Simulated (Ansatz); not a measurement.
# CH2BFO2: basis-set convergence

Aim: see how fast density functionals converge with the basis set for CH2BFO2.

The runs use Ansatz 0.2.0, Gaussian basis; one geometry, several basis sets.

The runs, in order: PBE0-D4/def2-SVP; ωB97M-V/def2-SVP; PBE0-D4/def2-QZVPP; ωB97M-V/def2-QZVPP; the functionals' def2-TZVPP values are taken from earlier runs.

## (1) The relaxed structure

An earlier PBE0-D4 in a triple-zeta def2 set relaxation fixed the geometry.

SMILES `FB1OCO1`, 7 atoms, charge 0, spin multiplicity 1.

Atoms are counted from 1 here; the program's logs count them from 0.

Bond lengths: F1–B2 1.305 Å, B2–O3 1.378 Å, B2–O5 1.378 Å, O3–C4 1.431 Å, C4–O5 1.431 Å, C4–H6 1.091 Å, C4–H7 1.091 Å. Angles: F1–B2–O3 130.3°, F1–B2–O5 130.3°, O3–B2–O5 99.4°, B2–O3–C4 83.0°, O3–C4–O5 94.5°, O3–C4–H6 112.0°, O3–C4–H7 112.0°, O5–C4–H6 112.0°, O5–C4–H7 112.0°, H6–C4–H7 112.8°, B2–O5–C4 83.0°.

## (2) PBE0-D4 in def2-SVP

in.yaml

```yaml
crystal:
  periodic: [false, false, false]
  atoms:
    - {symbol: F, position_ang: [-1.528364, -1.762198, 0.233923]}
    - {symbol: B, position_ang: [-0.672308, -0.786210, 0.100006]}
    - {symbol: O, position_ang: [-0.712805, 0.329718, -0.706887]}
    - {symbol: C, position_ang: [0.548765, 0.605979, -0.091005]}
    - {symbol: O, position_ang: [0.536705, -0.569879, 0.724103]}
    - {symbol: H, position_ang: [0.521675, 1.518691, 0.506431]}
    - {symbol: H, position_ang: [1.367533, 0.595899, -0.812271]}
basis:
  gaussian: {orbitals: def2-SVP}
hamiltonian: {xc: pbe0, dispersion: d4}
output: {orbitals: {seedname: orbitals}}
```

Run with:

```
ansatz run in.yaml --threads 2 --pin off --events-out ev --progress --plain --max-ram 4352MiB
```

Further steps of the session: ωB97M-V in def2-SVP; PBE0-D4 in def2-QZVPP; ωB97M-V in def2-QZVPP.

**Question.** What will the summary of the whole plan be? Wanted: PBE0-D4: double and triple zeta above quadruple; ωB97M-V: double and triple zeta above quadruple.

As calculated:

| quantity | value |
| --- | --- |
| PBE0-D4: double and triple zeta above quadruple | 10.56, 0.46 eV |
| ωB97M-V: double and triple zeta above quadruple | 10.75, 0.44 eV |

For PBE0-D4 the step from double to triple zeta gains 10.10 eV and the next only 0.46 eV. Total energies overstate the basis error of differences, where much of it tends to cancel. The LUMO of ωB97M-V is positive and keeps falling with the basis (3.46 to 1.73 eV): an unbound level that the basis holds in place.
